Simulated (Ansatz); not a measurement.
**SiBrF (SMILES F[Si]Br): functionals against CCSD(T) at one geometry**

An exercise on one series of results from a longer session: the logs are not shown, and one member is left open.

Computed with Ansatz 0.2.0, Gaussian basis. Level: single points in def2-TZVPP.

Cores are frozen in the correlated methods. Filled d shells of the heavier atoms are correlated.

## The starting structure

SMILES `F[Si]Br`, 3 atoms, charge 0, spin multiplicity 1.

Atoms are counted from 1 here; the program's logs count them from 0.

Bond lengths: F1–Si2 1.771 Å, Si2–Br3 2.168 Å. Angles: F1–Si2–Br3 99.9°.

Geometry (Å):

| atom | x (Å) | y (Å) | z (Å) |
| --- | --- | --- | --- |
| F1 | 0.34000 | 1.33470 | 0.37880 |
| Si2 | -0.71330 | 0.18150 | -0.45590 |
| Br3 | 0.30570 | -1.67060 | 0.02720 |

Set-up of the first run:

Contents of run/in.yaml:

```yaml
crystal:
  periodic: [false, false, false]
  atoms:
    - {symbol: F, position_ang: [0.340000, 1.334700, 0.378800]}
    - {symbol: Si, position_ang: [-0.713300, 0.181500, -0.455900]}
    - {symbol: Br, position_ang: [0.305700, -1.670600, 0.027200]}
basis:
  gaussian: {orbitals: def2-TZVPP}
correlation: {method: ccsd_t}
output: {forces: true}
```

The command line of these runs was not kept.

Steps of the session up to this table: CCSD(T)/def2-TZVPP; PBE0-D4/def2-TZVPP; wB97M-V/def2-TZVPP; r2SCAN-D4/def2-TZVPP; PBE-D4/def2-TZVPP; BLYP-D4/def2-TZVPP; B97M-V/def2-TZVPP.

One table of the session follows, with a row left open; its other results are not shown here.

```
   method  RMS force component (eV/Å)  angle to CCSD(T) forces (°)  dipole (D)
  CCSD(T)                       1.630                    reference        1.69
  PBE0-D4                       1.570                          1.0        1.68
  wB97M-V                       1.549                          1.6        1.77
r2SCAN-D4                       1.545                          2.6        1.55
   PBE-D4                           ?                            ?           ?
  BLYP-D4                       1.378                         15.6        1.61
   B97M-V                       1.602                          0.8        1.61
```

**Question.** Estimate the row for PBE-D4.

As computed: RMS force component (eV/Å): 1.373; angle to CCSD(T) forces (°): 9.8; dipole (D): 1.53. In the column «RMS force component (eV/Å)» it is the lowest.
